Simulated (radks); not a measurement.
# The first electron to leave Hg

An exercise on one series of results from a longer session: the logs are not shown, and one member is left open.

Method: scalar-relativistic Kohn-Sham, BLYP, spin-polarised, spherical densities, finite nucleus; open shells are filled with parallel spins first. Code: radks (a radial shooting solver on a logarithmic mesh, Libxc functionals) version 1.

2 further runs of the same task are left out: 2 set aside as unsound or not needed.

### The atom as given

| Property | Result |
| --- | --- |
| element | mercury (Z = 80) |
| charge | 0 |
| electrons | 80 |
| configuration | [Hg] |
| nuclear rms radius | 5.4648 fm |

Outer shells as boxes (Hund's rule):

Hg
```
[Xe] core
4f [↑↓][↑↓][↑↓][↑↓][↑↓][↑↓][↑↓]
5d [↑↓][↑↓][↑↓][↑↓][↑↓]
6s [↑↓]
```

The first run:

The run's settings:

```text
Z 80
configuration [Hg]
relativity scalar-relativistic
functional b88,lyp
spin polarised
nucleus finite rms 5.4648 fm
c 137.035999084
```

Steps of the session up to this table: The parent, Hg.

One table of the session follows, with a row left open; its other results are not shown here.

It belongs to the step «The parent, Hg». Radial moments (bohr):

| level | <r> | outermost maximum (interpolated) | 90 % within | nodes |
| --- | --- | --- | --- | --- |
| 4s | 0.3993 | 0.376 | 0.572 | 3 |
| 4p | 0.4255 | 0.396 | 0.617 | 2 |
| 4d | ? | ? | ? | ? |
| 5s | 0.9011 | 0.827 | 1.29 | 4 |
| 4f | 0.4826 | 0.366 | 0.772 | 0 |
| 5p | 1.039 | 0.927 | 1.51 | 3 |
| 5d | 1.503 | 1.16 | 2.35 | 2 |
| 6s | 2.710 | 2.21 | 4.09 | 5 |

Q: Estimate the row for 4d from the others.

**Answer.** <r>: 0.4490; outermost maximum (interpolated): 0.403; 90 % within: 0.669; nodes: 1. In the column «<r>» it lies between 4p (0.4255) and 4f (0.4826).
